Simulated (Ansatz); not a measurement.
# MnNi2O6: one geometry, two states

An SCF can end in more than one state. Here MnNi2O6, a known structure type filled with other elements, at an estimated volume, is run from each state found earlier: which lies lowest, and what else changes?

Program: Ansatz 0.2.0. Level of theory: DFT, PBEsol, with U_eff = 6.56 eV on Mn d, U_eff = 1.83 eV on Ni d and an intersite V, plane waves, PAW. These are calculated values, not measurements.

**1. The cell**

It takes space group C2/m (No. 12, monoclinic). Conventional cell: a = 9.109 Å, b = 3.467 Å, c = 6.632 Å, α = 90.00°, β = 112.64°, γ = 90.00°. Mn (site symmetry 2/m) has 6 O at 2.05 to 2.19 Å as nearest neighbours. Around Ni (site symmetry m) lie 5 O at 1.63 to 2.05 Å. Around O (site symmetry m) lie 1 Ni at 1.65 Å and 2 Mn at 2.19 Å. O (site symmetry m) is surrounded by 1 Ni at 1.63 Å and 1 Mn at 2.05 Å. Around O (site symmetry m) lie 3 Ni at 1.82 to 2.05 Å.

Its coordinates follow in the input file.

The states: A, Mn1 down (collinear spin); B, no atom with a moment over 0.3 μB (no spin polarisation). Each run reads its own saved solution as saved_state.

**2. Run from state A**

File input.yaml:

```yaml
crystal:
  lattice:
    - [0.0, 3.466601, 0.0]
    - [4.554633, -1.7333, 0.0]
    - [2.552977, 0.0, -6.121076]
  atoms:
    - { symbol: Mn, position: [0.0, 0.0, 0.0], spin: -4.5 }
    - { symbol: Ni, position: [0.8094, 0.6188, 0.6476], spin: -2.0 }
    - { symbol: Ni, position: [0.1906, 0.3812, 0.3524], spin: 2.0 }
    - { symbol: O, position: [0.657, 0.314, 0.8841] }
    - { symbol: O, position: [0.343, 0.686, 0.1159] }
    - { symbol: O, position: [0.9656, 0.9312, 0.7116] }
    - { symbol: O, position: [0.0344, 0.0688, 0.2884] }
    - { symbol: O, position: [0.6939, 0.3878, 0.436] }
    - { symbol: O, position: [0.3061, 0.6122, 0.564] }
  symmetry: { detect: false, time_reversal: true }
kpoints:
  mp_grid: { grid: [6, 6, 3], shift: [0, 0, 0] }
  band_path:
    path:
      - [0.0, 0.0, 0.0]
      - [0.58500855, -0.29250427, 0.0]
      - [0.41499145, -0.70749573, 0.0]
      - [0.0, -0.5, 0.0]
      - [0.0, 0.0, 0.0]
      - [0.0, -0.5, -0.5]
      - [0.4599369, -0.72996845, -0.5]
      - [0.5400631, -0.27003155, -0.5]
      - [0.0, 0.0, -0.5]
      - [0.0, 0.0, 0.0]
      - [0.5, -0.5, -0.5]
    npoints: 7
magnetization:
  spin_polarized: true
scf:
  occupations: { method: fermi_dirac }
  lower_state_search: "off"
  max_iter: 200
hamiltonian:
  pseudopotentials: { kind: paw }
  xc: pbesol
  hubbard:
    projectors: all-electron-ortho-atomic
    sites:
      - { species: Mn, l: d, u_eff: 6.56 }
      - { species: Ni, l: d, u_eff: 1.83 }
      - { species: O, l: p, u_eff: 0.0 }
    v: [{ species: [Mn, O], l: [d, p], v: 1.45, r_cut: 2.465 }]
basis:
  ecutwfc: 420
  fft_grid_basis: typed
output:
  forces: true
  stress: true
  eigenvalues: true
  populations: true
  elf: true
  write_potential: true
  volumetric_format: npy
  dos:
    e_range: [-12, 8]
    de: 0.05
    projected: { site_lists: { Mn: [Mn], Ni: [Ni], O: [O] } }
checkpoint:
  read: saved_state
```

On the command line:

```bash
> ansatz run input.yaml --threads 2 --pin off --max-ram 5120MiB --backend cpu --events-out ev --progress --plain --runs-dir out
```

Log, shortened:

```text
Warning: checkpoint.read: basis.xc_grid differs: saved 1, current 2 (points along each axis for each point of the dense box; where the key is left out runs that use forces, runs that use the stress, dielectric runs by a finite field, finite-displacement phonons, runs of [...]
Warning: RAYON_NUM_THREADS=2 ignored (pool sized by the plan → 2); use --threads N
Mn: projections on atomic orbitals take those of the free atom [Ne] 3s2 3p6 3d5 4s2, of charge +0.00 (hamiltonian.pseudopotentials.projection_atoms); the dataset's partial waves leave at most 9.0e-7 of an orbital's norm unspanned inside its sphere
Ni: projections on atomic orbitals take those of the free atom [Ne] 3s2 3p6 3d8 4s2, of charge +0.00 (hamiltonian.pseudopotentials.projection_atoms); the dataset's partial waves leave at most 1.6e-6 of an orbital's norm unspanned inside its sphere
O: projections on atomic orbitals take those of the free atom [He] 2s2 2p4, of charge +0.00 (hamiltonian.pseudopotentials.projection_atoms); the dataset's partial waves leave at most 1.9e-8 of an orbital's norm unspanned inside its sphere
[...]
Pseudopotentials: kind: paw
Pseudopotential: Mn, paw, valence charge 15, recommended cutoff 420 eV (normal), Mn.paw.azcp
Pseudopotential: Ni, paw, valence charge 18, recommended cutoff 420 eV (normal), Ni.paw.azcp
Pseudopotential: O, paw, valence charge 6, recommended cutoff 420 eV (normal), O.paw.azcp
Functional definition: PBEsol
[...]
Crystal: 9 atoms, lattice volume = 96.646 Å³
[...]
NSCF: frozen V_eff on 71 k-points
SCF converged after 22 iterations
Magnetization: -3.0971 μB (41.9514 up, 45.0486 down)
Absolute magnetization: 5.9029 μB (∫|ρ↑−ρ↓|, with the PAW one-centre terms)
Spin contamination: 1.3729 ħ² per cell (⟨S²⟩ above its minimum at these occupations)
[...]
Free energy (F): -18828.849139 eV
[...]
E sigma→0 (E₀):  -18828.761430 eV
Entropy (-TS):   -0.175418 eV (-19.491 meV/atom)
Fermi energy:    7.756451 eV
[...]
--- Forces (eV/Å), atoms counted from 1 ---
  atom   1  Mn    -0.00000173     0.00000004     0.00003428
  atom   2  Ni    -1.62163277    -0.00000038     4.47179972
  atom   3  Ni     1.62163170     0.00000024    -4.47180372
  atom   4  O     -2.02185578     0.00000070    -3.03895857
  atom   5  O      2.02183862    -0.00000065     3.03891870
  atom   6  O      3.08254819     0.00000029    -1.47075706
  atom   7  O     -3.08250764    -0.00000028     1.47074949
  atom   8  O     -0.19163587     0.00000027     0.19702777
[...]
--- Stress (GPa, compression-positive) ---
        9.861226       0.000001       4.088099
        0.000001      -4.566355       0.000003
        4.088101       0.000003       2.597684
  P = ⅓ Tr σ = 2.6309 GPa (26.309 kbar)
--- Band table (eV; the first three rows and the last of 112) ---
[...]
Occupation matrices written to <dir>
--- Löwdin populations: 9 sites ---
  site symbol       q [e]    m [muB]
     0     Mn     13.5363    -4.3557
     1     Ni     16.6945     0.0405
     2     Ni     16.6945     0.0405
     3      O      6.6491     0.2228
     4      O      6.6491     0.2228
     5      O      6.5851     0.3162
     6      O      6.5851     0.3162
     7      O      6.6209     0.0716
     8      O      6.6209     0.0716
  spilling = 0.004189 (of n_electrons = 87.000000)
```

It took 2.3 min on 2 threads of Arm Neoverse V1, shared host; peak memory 1 GiB.

**3. What state A looks like**

Counts of states in windows (eV from the Fermi level; tetrahedra), total and projected:

```tsv
from	to	total	up	down	Mn d	Ni d	O p
-8.0	-7.0	0.99	0.31	0.69	0.21	0.22	0.51
-7.0	-6.0	8.26	2.94	5.32	1.77	2.38	3.84
-6.0	-5.0	9.57	5.16	4.41	1.35	3.65	4.27
-5.0	-4.0	7.37	3.33	4.04	0.66	3.20	3.30
-4.0	-3.0	5.36	2.45	2.92	0.41	1.63	3.10
-3.0	-2.0	4.93	2.30	2.63	0.28	1.26	3.17
-2.0	-1.0	7.50	4.38	3.12	0.18	1.69	5.40
-1.0	0.0	6.86	3.12	3.73	0.15	1.92	4.61
0.0	1.0	5.26	1.90	3.36	0.21	1.73	3.12
1.0	2.0	4.41	2.10	2.31	0.13	1.55	2.59
2.0	3.0	0.50	0.02	0.47	0.01	0.16	0.31
3.0	4.0	0.00	0.00	0.00	0.00	0.00	0.00
4.0	5.0	0.14	0.14	0.00	0.12	0.00	0.00
```

By element, from the tables in the log (a charge is positive for electrons lost): Löwdin charges also hold the electrons that the projection spills.

```tsv
element	atoms	Löwdin charge (e)	sphere moment, size (μB)
Mn	1	+1.46	3.79
Ni	2	+1.31	0.07
O	6	-0.65 to -0.59	0.06 to 0.24
```

The Löwdin projection spills 0.4 % of the electrons and depends on the orbitals chosen; where it disagrees with Bader's partition, neither is an observable.

Occupation eigenvalues of the Hubbard shells (the six least like closed shells):

```tsv
atom	shell	spin	eigenvalues
Mn1	d	up	0.02 0.03 0.06 0.11 0.14
Mn1	d	down	0.81 0.90 0.99 0.99 0.99
Ni2	d	up	0.56 0.60 0.95 0.98 0.99
Ni2	d	down	0.64 0.66 0.88 0.92 0.94
Ni3	d	up	0.56 0.60 0.95 0.98 0.99
Ni3	d	down	0.64 0.66 0.88 0.92 0.94
O4	p	up	0.71 0.91 0.92
O4	p	down	0.68 0.75 0.88
O6	p	up	0.72 0.89 0.94
O6	p	down	0.69 0.76 0.77
O7	p	up	0.72 0.89 0.94
O7	p	down	0.69 0.76 0.77
```

The main site moments: Mn1 down.

**4. State B: the run**

input.yaml, as its differences from that of step 2:

```diff
@@ -6,5 +6,5 @@
   atoms:
-    - { symbol: Mn, position: [0.0, 0.0, 0.0], spin: -4.5 }
-    - { symbol: Ni, position: [0.8094, 0.6188, 0.6476], spin: -2.0 }
-    - { symbol: Ni, position: [0.1906, 0.3812, 0.3524], spin: 2.0 }
+    - { symbol: Mn, position: [0.0, 0.0, 0.0] }
+    - { symbol: Ni, position: [0.8094, 0.6188, 0.6476] }
+    - { symbol: Ni, position: [0.1906, 0.3812, 0.3524] }
     - { symbol: O, position: [0.657, 0.314, 0.8841] }
@@ -15,21 +15,6 @@
     - { symbol: O, position: [0.3061, 0.6122, 0.564] }
-  symmetry: { detect: false, time_reversal: true }
 kpoints:
   mp_grid: { grid: [6, 6, 3], shift: [0, 0, 0] }
-  band_path:
-    path:
-      - [0.0, 0.0, 0.0]
-      - [0.58500855, -0.29250427, 0.0]
-      - [0.41499145, -0.70749573, 0.0]
-      - [0.0, -0.5, 0.0]
-      - [0.0, 0.0, 0.0]
-      - [0.0, -0.5, -0.5]
-      - [0.4599369, -0.72996845, -0.5]
-      - [0.5400631, -0.27003155, -0.5]
-      - [0.0, 0.0, -0.5]
-      - [0.0, 0.0, 0.0]
-      - [0.5, -0.5, -0.5]
-    npoints: 7
 magnetization:
-  spin_polarized: true
+  spin_polarized: false
 scf:
```

On the command line:

```bash
> ansatz run input.yaml --threads 2 --pin off --max-ram 5120MiB --backend cpu --events-out ev --progress --plain --runs-dir out
```

Log, shortened:

```text
Warning: checkpoint.read: basis.xc_grid differs: saved 1, current 2 (points along each axis for each point of the dense box; where the key is left out runs that use forces, runs that use the stress, dielectric runs by a finite field, finite-displacement phonons, runs of [...]
Warning: RAYON_NUM_THREADS=2 ignored (pool sized by the plan → 2); use --threads N
Mn: projections on atomic orbitals take those of the free atom [Ne] 3s2 3p6 3d5 4s2, of charge +0.00 (hamiltonian.pseudopotentials.projection_atoms); the dataset's partial waves leave at most 9.0e-7 of an orbital's norm unspanned inside its sphere
Ni: projections on atomic orbitals take those of the free atom [Ne] 3s2 3p6 3d8 4s2, of charge +0.00 (hamiltonian.pseudopotentials.projection_atoms); the dataset's partial waves leave at most 1.6e-6 of an orbital's norm unspanned inside its sphere
[...]
Entropy (-TS):   -0.175417 eV (-19.491 meV/atom)
Fermi energy:    7.446840 eV
[...]
--- Forces (eV/Å), atoms counted from 1 ---
  atom   1  Mn     0.00000000     0.00000000     0.00000000
  atom   2  Ni    -1.82380605     0.00000000     4.44291994
  atom   3  Ni     1.82380605    -0.00000000    -4.44291994
  atom   4  O     -2.60010217    -0.00000022    -3.32157579
  atom   5  O      2.60010217     0.00000022     3.32157579
  atom   6  O      4.04850032     0.00000016    -2.82744154
  atom   7  O     -4.04850032    -0.00000016     2.82744154
  atom   8  O     -0.33425623    -0.00000001     0.20495520
[...]
--- Stress (GPa, compression-positive) ---
        5.441464       0.000001       7.142626
        0.000001     -14.143253       0.000001
        7.142638       0.000001      -5.547801
  P = ⅓ Tr σ = -4.7499 GPa (-47.499 kbar)
--- Band table (eV; the first three rows and the last of 34) ---
[...]
Occupation matrices written to <dir>
--- Löwdin populations: 9 sites ---
  site symbol       q [e]
     0     Mn     13.7633
     1     Ni     16.6926
     2     Ni     16.6926
     3      O      6.5934
     4      O      6.5934
     5      O      6.5506
     6      O      6.5506
     7      O      6.6128
     8      O      6.6128
  spilling = 0.003884 (of n_electrons = 87.000000)
```

It took 21 s on 2 threads of Arm Neoverse V1, shared host; peak memory 0.58 GiB.

**5. State B: levels and charges**

Counts of states in windows (eV from the Fermi level; tetrahedra), total and projected:

```tsv
from	to	total	Mn d	Ni d	O p
-7.0	-6.0	5.87	0.31	2.02	3.25
-6.0	-5.0	8.84	0.36	3.73	4.47
-5.0	-4.0	8.09	0.38	3.61	3.86
-4.0	-3.0	5.69	0.90	1.44	3.18
-3.0	-2.0	6.12	2.00	1.21	2.68
-2.0	-1.0	8.58	0.93	1.82	5.61
-1.0	0.0	8.12	0.39	2.24	5.32
0.0	1.0	3.69	0.14	1.37	2.02
1.0	2.0	4.14	0.24	1.50	2.25
2.0	3.0	2.87	1.51	0.36	0.96
3.0	4.0	3.39	2.28	0.09	0.91
4.0	5.0	0.61	0.43	0.01	0.16
```

By element, from the tables in the log (a charge is positive for electrons lost): Löwdin charges also hold the electrons that the projection spills.

```tsv
element	atoms	Löwdin charge (e)
Mn	1	+1.24
Ni	2	+1.31
O	6	-0.61 to -0.55
```

The Löwdin projection spills 0.4 % of the electrons and depends on the orbitals chosen; where it disagrees with Bader's partition, neither is an observable.

Eigenvalues of the corrected shells' occupation matrices (the six least like closed shells):

```tsv
atom	shell	spin	eigenvalues
Mn1	d	each	0.19 0.22 0.28 0.96 0.98
Ni2	d	each	0.59 0.62 0.92 0.95 0.97
Ni3	d	each	0.59 0.62 0.92 0.95 0.97
O6	p	each	0.70 0.83 0.84
O7	p	each	0.70 0.83 0.84
O8	p	each	0.72 0.79 0.89
```

**6. The states side by side**

```tsv
state	free energy (meV/atom)	largest site moment (μB)	size of the net moment (μB/cell)	gap (eV)	pressure (GPa)	largest force (eV/Å)	SCF cycles
A	0.0	3.79	3.10	metal	2.6	4.76	22
B	375.7	–	–	metal	-4.7	4.94	11
```

**Reading.** State A wins by 375.7 meV per atom over B. The atoms are far from rest (forces to 4.9 eV/Å), so order and character hold for this geometry alone. At the same volume their pressures differ by 7.4 GPa, the state with the larger moments having the higher pressure, so it wants the larger volume. Not all runs allow spin: where it is off, the gap in energy is mostly the cost of forbidding moments, not two ends of one search.

Limits of this run: an odd count of electrons without spin polarisation forces a partly filled band; the k mesh is coarse for a cell without a gap.
